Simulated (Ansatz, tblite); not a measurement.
ZnSe: GFN2-xTB, run from Python

These are simulated results from tblite 0.8.0, not measurements. The cell began as a measured structure and was relaxed with r2SCAN in plane waves (Ansatz 0.2.0). All runs are without spin polarisation.

The symmetry is F-43m (No. 216, cubic); conventional cell a = 5.665 Å, 22.72 Å³ an atom. Zn has 4 Se at 2.45 Å; Se has 4 Zn at 2.45 Å.

tblite solves periodic systems at the zone centre alone, so the script builds a cluster of 2×2×2 conventional cells (64 atoms), which folds in a coarse mesh of k points.

Input script:

```python
import json
from ase import Atoms
from ase.build import make_supercell
from ase.units import Bohr, GPa, Hartree
from tblite.interface import Calculator

atoms = Atoms(['Zn', 'Se'],
              cell=[[0.0, 2.832425, 2.832425], [2.832425, 0.0, 2.832425], [2.832425, 2.832425, 0.0]],
              scaled_positions=[[-0.0, 0.0, 0.0], [0.25, 0.25, 0.25]],
              pbc=True)
cluster = make_supercell(atoms, [[-2, 2, 2], [-2, -2, 2], [2, -2, 2]])
calc = Calculator('GFN2-xTB', cluster.numbers, cluster.positions / Bohr, lattice=cluster.cell[:] / Bohr, periodic=cluster.pbc)
calc.set('temperature', 0.02 / Hartree)
calc.set('max-iter', 150)
res = calc.singlepoint()
levels = res.get('orbital-energies') * Hartree
nv = round(res.get('orbital-occupations').sum() / 2)
cells = len(cluster) // len(atoms)
out = {'energy_per_cell': res.get('energy') * Hartree / cells, 'homo': levels[nv - 1], 'lumo': levels[nv],
       'stress': (-res.get('virial') * Hartree / cluster.get_volume() / GPa).tolist(), 'charges': res.get('charges')[:len(atoms)].tolist(), 'electrons': 2 * nv / cells}
json.dump(out, open('results.json', 'w'))
for key, value in out.items():
    print(key, value)
```

Command: `python run.py`. It took 3.4 s on 1 thread of Arm Neoverse V2, on a shared host, peak memory 0.12 GiB.

What it printed:

```
------------------------------------------------------------
  cycle        total energy    energy error   density error
------------------------------------------------------------
      1     -103.8436285726  -1.0409897E+02   4.3951670E-01
      2     -100.4395038773   3.4041247E+00   3.8310027E-01
      3     -118.6940936000  -1.8254590E+01   1.7786955E-01
      4     -120.2170419417  -1.5229483E+00   1.2251074E-01
      5     -122.9009272428  -2.6838853E+00   1.5290435E-02
      6     -122.8637898521   3.7137391E-02   2.0653237E-02
      7     -122.9449978744  -8.1208022E-02   6.4150738E-04
      8     -122.9441993180   7.9855644E-04   2.0141043E-03
      9     -122.9447110088  -5.1169080E-04   1.2323012E-03
     10     -122.9450017546  -2.9074588E-04   9.1739163E-05
     11     -122.9450018797  -1.2507522E-07   2.4673599E-05
     12     -122.9450018790   7.1082695E-10   1.4176296E-05
------------------------------------------------------------

 total:                                   2.885 sec
energy_per_cell -104.5469970592485
homo -10.20718587599875
lumo -5.992917561848943
stress [[4.828039933198693, -2.4930329954694754e-07, 2.493032844975684e-07], [-2.493032995866544e-07, 4.828039933198592, 2.493033219309935e-07], [2.4930328449043064e-07, 2.493033218874046e-07, 4.828039933198694]]
charges [0.1838606156954048, -0.1838617779276311]
electrons 8.0
```

The cycle table is in hartree for the whole cluster, and the lines after it are in eV (the energy for one cell). The printed stress is in GPa and positive in compression, and the pressure is its mean diagonal.

GFN2-xTB gives a gap of 4.21 eV. On the same cell, plane-wave PBE (Ansatz, 8×8×8 k points and the special points) gives a gap of 1.29 eV and r2SCAN a gap of 1.87 eV; on shared hosts these took about 2.5 and 6.2 core-seconds on the 2-atom cell, against 3.4 for the script. Semilocal gaps usually lie below measured ones. xTB was fitted to molecules, so gaps, charges and pressures of solids can be far off, and the gap also depends on the size of the cluster.

The same script was run on cells scaled at fixed shape and fractional coordinates:

```
volume (Å³/atom)  energy (meV/atom)  pressure (GPa, positive in compression)  gap (eV)
           20.00              149.1                                    13.52      4.67
           21.36               56.1                                     8.51      4.60
           22.72                0.0                                     4.83      4.21
           24.09              -28.8                                     2.08      3.17
           25.45              -37.0                                    -0.01      2.37
```

A Birch-Murnaghan fit puts the minimum at 25.43 Å³/atom, 11.9 % above the given cell, with a bulk modulus of 33.7 GPa at fixed shape.

xTB was fitted mostly to molecules, and a small cluster samples few k points, so gaps, pressures and kinks along a curve can be far from a solid's.

Spin-orbit coupling is left out.
